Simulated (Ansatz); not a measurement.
# PbO: a single-point run

Wanted: a converged single-point run for PbO, and a check of what comes out. The structure is shown as the input types it. The cell is built on a prototype (CsCl type) and needn't be the phase found in nature.

Program: Ansatz 0.2.0. Level of theory: density functional or hybrid calculation with the settings of its input, plane waves. These are calculated values, not measurements.

**1. The system as given**

It takes space group Pm-3m (No. 221, cubic). The conventional cell has a = 3.179 Å, b = 3.179 Å, c = 3.179 Å, α = 90.00°, β = 90.00°, γ = 90.00°. Pb (site symmetry m-3m) is surrounded by 8 O at 2.75 Å. O (site symmetry m-3m) is surrounded by 8 Pb at 2.75 Å.

As a file:

```
CELL_PARAMETERS angstrom
3.17937 0.00000 0.00000
0.00000 3.17937 0.00000
0.00000 0.00000 3.17937
ATOMIC_POSITIONS crystal
Pb 0.00000 0.00000 0.00000
O 0.50000 0.50000 0.50000
```

**2. Running it**

Contents of input.yaml:

```yaml
crystal:
  lattice:
    - [3.1793716482, 0.0, 0.0]
    - [0.0, 3.1793716482, 0.0]
    - [0.0, 0.0, 3.1793716482]
  atoms:
    - { symbol: Pb, position: [0.0, 0.0, 0.0] }
    - { symbol: O, position: [0.5, 0.5, 0.5] }
kpoints:
  mp_grid: { grid: [6, 6, 6] }
hamiltonian:
  xc: pbesol
  pseudopotentials: { kind: uspp }
scf:
  occupations: { method: fixed }
  n_extra_bands: 4
output:
  forces: true
  stress: true
  eigenvalues: true
```

Run with:

```bash
ansatz run input.yaml --threads 4 --pin off --max-ram 3686MiB --backend cpu --events-out ev --progress --plain --runs-dir out
```

**Question.** How will this run end, and is anything wrong with its input?

The run ended at the input check. It says: «line 13 column 29: unknown variant `uspp`, expected one of nc, nc_fr, paw, paw_fr, all_electron»

In the input, scf.max_iter is missing. The parser can't turn the typed value into what the key holds.

The cure: set scf.max_iter to 79.
